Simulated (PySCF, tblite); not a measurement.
# C₉H₁₁FO₅S: electronic excitations, NMR shifts, part 2 of 2

tblite 0.8.0 and PySCF 2.14.0. Atoms count from 0. Earlier steps stand in the parts before.

### Step 5. NMR shifts: GIAO PBE0/pcSseg-1

The job: settings as JSON, then the geometry in Å.

```
{"job": {"kind": "nmr", "xc": "PBE0", "basis": "pcSseg-1", "pop": false}, "charge": 0, "multiplicity": 1}
C      5.245805     1.485582    -0.057857
O      3.915189     1.343626    -0.496014
C      3.380643     0.077867    -0.204165
C      1.937301     0.044047    -0.697107
O      1.368670    -1.204437    -0.329945
S     -0.121867    -1.419242    -0.772057
O     -0.476196    -2.755338    -0.470728
O     -0.333840    -0.915247    -2.083006
O     -0.792494    -0.413491     0.285968
C     -2.164348    -0.288001     0.333011
C     -3.008731    -1.034357    -0.476220
C     -4.380089    -0.871244    -0.371518
C     -4.883687     0.039482     0.539400
F     -6.217774     0.197660     0.643520
C     -4.053416     0.794781     1.348759
C     -2.685421     0.627606     1.242529
H      5.552348     2.492309    -0.331466
H      5.321264     1.359986     1.028803
H      5.904834     0.756253    -0.543049
H      3.394408    -0.110945     0.879873
H      3.960264    -0.716063    -0.697483
H      1.366121     0.853471    -0.234273
H      1.888392     0.156900    -1.783533
H     -2.588177    -1.736905    -1.175284
H     -5.054430    -1.444469    -0.987199
H     -4.476490     1.498345     2.048038
H     -2.010215     1.197675     1.859446
```

Method: GIAO PBE0/pcSseg-1 NMR shielding, non-relativistic, gas phase.

Log:

```text
start: PBE on a coarse grid of 23704 points
cycle   1  E = -1221.7831608432  dE =  3.434e+00  |g| = 1.598e+00  |ddm| = 5.322e+00
cycle   2  E = -1220.2160176957  dE =  1.567e+00  |g| = 3.330e+00  |ddm| = 3.924e+00
cycle   3  E = -1222.1560597234  dE = -1.940e+00  |g| = 6.357e-01  |ddm| = 3.051e+00
cycle   4  E = -1222.2245218321  dE = -6.846e-02  |g| = 2.554e-01  |ddm| = 7.246e-01
cycle   5  E = -1222.2345900062  dE = -1.007e-02  |g| = 9.494e-02  |ddm| = 2.448e-01
cycle   6  E = -1222.2363701405  dE = -1.780e-03  |g| = 3.961e-02  |ddm| = 1.102e-01
cycle   7  E = -1222.2367558342  dE = -3.857e-04  |g| = 1.093e-02  |ddm| = 4.564e-02
cycle   8  E = -1222.2367820692  dE = -2.623e-05  |g| = 3.016e-03  |ddm| = 1.077e-02
final grid: 220084 points
cycle   9  E = -1222.4781121457  dE = -1.095e-02  |g| = 8.975e-02  |ddm| = 4.284e-01
cycle  10  E = -1222.4766314199  dE =  1.481e-03  |g| = 1.311e-01  |ddm| = 1.690e-01
cycle  11  E = -1222.4796435258  dE = -3.012e-03  |g| = 1.331e-02  |ddm| = 1.035e-01
cycle  12  E = -1222.4796670189  dE = -2.349e-05  |g| = 6.280e-03  |ddm| = 1.358e-02
cycle  13  E = -1222.4796762588  dE = -9.240e-06  |g| = 1.727e-03  |ddm| = 5.613e-03
cycle  14  E = -1222.4796754538  dE =  8.050e-07  |g| = 4.579e-04  |ddm| = 1.825e-03
cycle  15  E = -1222.4796753909  dE =  6.288e-08  |g| = 1.799e-04  |ddm| = 4.852e-04
cycle  16  E = -1222.4796748912  dE =  4.997e-07  |g| = 4.420e-05  |ddm| = 1.666e-04
converged SCF energy = -1222.4796748912

GIAO shielding tensors (ppm)
atom      isotropic    diamagn.    paramagn.     s11        s22        s33       span
  0 C      124.637     237.984    -113.347     93.184     96.680    184.048     90.864
  1 O      321.971     400.249     -78.279    299.115    315.614    351.183     52.067
  2 C      113.822     249.481    -135.659     81.434     93.707    166.324     84.890
  3 C      117.874     250.175    -132.301     89.247     99.467    164.906     75.658
  4 O      157.825     404.712    -246.887     33.926    129.036    310.512    276.586
  5 S      202.066    1056.559    -854.493     58.964    130.108    417.126    358.162
  6 O      114.292     398.132    -283.839     68.193    105.842    168.842    100.649
  7 O      113.977     402.565    -288.588     64.800    123.016    154.116     89.316
  8 O      102.655     416.727    -314.072     17.023    109.085    181.856    164.833
  9 C       34.056     250.587    -216.531    -56.533     46.854    111.846    168.379
 10 C       62.319     260.127    -197.808    -20.880     36.764    171.072    191.952
 11 C       65.154     254.875    -189.721    -19.082     46.315    168.230    187.312
 12 C       17.995     263.007    -245.011    -65.639     33.311     86.315    151.954
 13 F      292.409     478.607    -186.198    210.438    303.957    362.832    152.394
 14 C       64.656     256.274    -191.618    -20.745     47.026    167.686    188.431
 15 C       63.695     255.963    -192.268    -21.007     44.836    167.257    188.264
 16 H       27.656      25.715       1.941     23.648     25.004     34.315     10.667
 17 H       28.233      26.535       1.698     24.424     25.973     34.301      9.878
 18 H       28.213      24.401       3.812     24.421     25.791     34.427     10.006
 19 H       28.009      34.515      -6.506     24.425     28.678     30.925      6.500
 20 H       27.930      31.743      -3.812     24.237     28.603     30.951      6.713
 21 H       27.343      37.143      -9.800     21.892     28.516     31.622      9.730
 22 H       27.154      33.370      -6.216     22.237     28.031     31.194      8.958
 23 H       23.648      32.497      -8.849     17.694     22.101     31.148     13.455
 24 H       24.331      26.232      -1.901     20.463     25.032     27.498      7.034
 25 H       24.295      27.660      -3.365     20.531     25.334     27.021      6.490
 26 H       24.524      35.505     -10.981     20.084     24.663     28.826      8.742
```

Run time: 68 s. Hardware: 1 thread of Arm Neoverse N1, shared host; peak memory 0.74 GiB.

The references, computed at this level on geometries of the same kind, shield at (ppm): 1H TMS 31.72, 13C TMS 186.9, 19F CFCl3 170.9, 17O H2O 336.1, 33S CS2 504. Their shielding less the atom's gives the shift. The references are single molecules in the gas phase, so shifts against H2O, NH3, PH3, H3PO4 or CFCl3 are not on the usual liquid scales and can be off by tens of ppm. Atoms listed in one row are averaged.

| atoms | environment | σ (ppm) | δ (ppm) | δ scaled to CDCl3 |
| --- | --- | --- | --- | --- |
| C12 | aromatic carbon bearing fluorine | 18.0 | 168.9 | 163.0 |
| C9 | aromatic carbon bearing oxygen | 34.1 | 152.9 | 147.3 |
| C10, C15 | aromatic CH | 63.0 | 123.9 | 119.0 |
| C11, C14 | aromatic CH | 64.9 | 122.0 | 117.2 |
| C2 | sp3 CH2 bonded to O | 113.8 | 73.1 | 69.4 |
| C3 | sp3 CH2 bonded to O | 117.9 | 69.1 | 65.5 |
| C0 | methyl carbon bonded to O | 124.6 | 62.3 | 58.9 |
| H23, H26 | hydrogen on an aromatic CH | 24.09 | 7.63 | 7.30 |
| H24, H25 | hydrogen on an aromatic CH | 24.31 | 7.40 | 7.09 |
| H21, H22 | hydrogen on an sp3 CH2 bonded to O | 27.25 | 4.47 | 4.32 |
| H19, H20 | hydrogen on an sp3 CH2 bonded to O | 27.97 | 3.75 | 3.64 |
| H16, H17, H18 | hydrogen on a methyl carbon bonded to O | 28.03 | 3.68 | 3.58 |
| O8 | oxygen bonded to C, S | 102.7 | 233.4 | – |
| O6, O7 | S=O oxygen | 114.1 | 221.9 | – |
| O4 | oxygen bonded to C, S | 157.8 | 178.3 | – |
| O1 | ether oxygen | 322.0 | 14.1 | – |
| S5 | sulfonyl sulfur | 202 | 302 | – |
| F13 | aryl fluorine | 292.4 | -121.5 | – |

The scaled column applies a straight-line fit of computed shieldings to shifts measured in CDCl3, with any fitted terms for Cl, Br or S neighbours, and one for carbons that bear F (root-mean-square error 0.16 ppm for H, 1.9 ppm for C).

Ring of atoms C9, C10, C11, C12, C14, C15: NICS(0) -11.4, NICS(1) -11.3, NICS(1)zz -26.7 ppm (means of both faces).

### Step 6. Summary of results

The summary covers parts 1 to 2.

| quantity | value |
| --- | --- |
| strongest single infrared mode (GFN2-xTB) | 1325 cm⁻¹, 509 km/mol |
| zero-point energy (GFN2-xTB) | 121.3 kcal/mol |
| lowest singlet (wB97X-D/6-31G*) | 5.53 eV (224 nm), f = 0.032 |
| brightest single state of those computed | state 4, 7.89 eV, f = 1.201 |
| lowest triplet | 4.22 eV |
| surface potential, 1st and 99th percentile | -1.27 V and 1.16 V |
| 13C shifts against TMS (PBE0/pcSseg-1, means over atoms taken as alike) | 168.9, 152.9, 123.9, 122.0, 73.1, 69.1, 62.3 ppm |
| 1H shifts against TMS (PBE0/pcSseg-1, means over atoms taken as alike) | 7.63, 7.40, 4.47, 3.75, 3.68 ppm |
| 17O shifts against H2O (PBE0/pcSseg-1, means over atoms taken as alike) | 233.4, 221.9, 178.3, 14.1 ppm |
| 33S shifts against CS2 (PBE0/pcSseg-1) | 302 ppm |
| 19F shifts against CFCl3 (PBE0/pcSseg-1) | -121.5 ppm |

What this shows: The lowest mode is slightly imaginary (15i cm⁻¹), a soft motion within the noise of the Hessian, so the minimum is not strictly shown. The strongest single mode, at 1325 cm⁻¹, is spread over several atoms, S5, O6, O7 among them. GFN2-xTB is a fitted tight-binding method: band positions and strengths are rough. Its intensities can rank the bands wrongly. The lowest singlet, at 5.53 eV, is HOMO→LUMO 0.71, HOMO−1→LUMO+1 0.28 and is weak; of the 6 states computed, the strongest absorption comes from state 4 at 7.89 eV. The lowest triplet lies 1.31 eV below the lowest singlet. The basis of wB97X-D/6-31G* has no diffuse functions, so Rydberg states are missing and the high states are unreliable. At PBE0/pcSseg-1: The largest span, 358 ppm, is at S5, where the paramagnetic term is -854 ppm. NICS(1)zz of -27 ppm above the planar ring from C9 marks a diatropic (aromatic) ring current.
